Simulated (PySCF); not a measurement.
# RuOH: structure of the quartet

Where does quartet RuOH go from a bent start, is the end point a minimum, and what are its modes, charges and moments?

The runs use PySCF 2.14.0; PBE0, basis Ru def2-TZVP with ECP28, O def2-TZVP, H def2-TZVP, scalar-relativistic core potentials, no spin–orbit coupling, density fitting.

### 1 The system as given

3 atoms, charge 0, spin multiplicity 4.

Bond lengths: Ru1–O2 1.710 Å, Ru1–H3 1.570 Å. Angles: O2–Ru1–H3 110.0°.

```xyz
3
charge 0 multiplicity 4
Ru    0.0000    0.0000    0.0000
O    -1.4007    0.0000    0.9808
H     1.2861    0.0000    0.9005
```

### 2 Finding the electronic state

One driver script runs all steps and calls PySCF; scf.py shows how it sets up the SCF of each step. The optimiser is the driver's own. After this first run the driver tries any further starts and a stability analysis.

The input, scf.py:

```python
from pyscf import gto, scf, dft
mol = gto.M(atom='''
Ru     0.000000     0.000000     0.000000
O     -1.400700     0.000000     0.980800
H      1.286100     0.000000     0.900500''',
    basis={'Ru': 'def2-TZVP', 'O': 'def2-TZVP', 'H': 'def2-TZVP'},
    ecp={'Ru': 'def2-TZVP'},
    charge=0, spin=3)
mf = dft.UKS(mol, xc='PBE0')
mf.grids.atom_grid = (50, 194)
aux = {'Ru': 'def2-universal-JKFIT', 'O': 'def2-universal-JKFIT', 'H': 'def2-universal-JKFIT'}
mf = mf.density_fit(auxbasis=aux)
mf.conv_tol = 1e-08
mf.diis_space = 10
mf.max_cycle = 60
mf.init_guess = 'minao'
mf.verbose = 4
mf.kernel()
```

Run with:

```sh
$ OMP_NUM_THREADS=2 python axn.py task.json out
```

Further steps of the session: Relaxation: bent start, quartet; Is it a minimum? Harmonic modes.

**Question.** What will these runs give? Wanted: minimum; geometry; wavenumbers; dipole moment; highest occupied, lowest empty level; polar-tensor charge of Ru1; zero-point energy; atomisation energy; ⟨S²⟩.

**Answer**, as computed:

| quantity | value |
| --- | --- |
| minimum | quartet, Cs |
| geometry | Ru–H 1.590 Å, Ru–O 1.672 Å; H–Ru–O 104.0° |
| wavenumbers (cm⁻¹) | 586 (a'), 983 (a'), 2065 (a') |
| dipole moment | 3.46 D |
| highest occupied, lowest empty level (either spin) | -6.88, -2.91 eV |
| polar-tensor charge of Ru1 | +0.95 e |
| zero-point energy | 21.7 kJ/mol |
| entropy at 298.15 K | 265.2 J/(mol K) |
| atomisation energy (no zero-point energy) | 732 kJ/mol |
| ⟨S²⟩ | 3.765 |

What this shows: The bent start keeps its Cs symmetry and ends in a minimum. The strongest infrared band lies at 983 cm⁻¹ (a', stretch). Most of the spin sits on Ru1 (Mulliken spin 2.45, against 3 for the whole molecule). Other starts or spin states, not run here, may lie lower. One determinant may miss the lowest occupation of an open d or f shell.
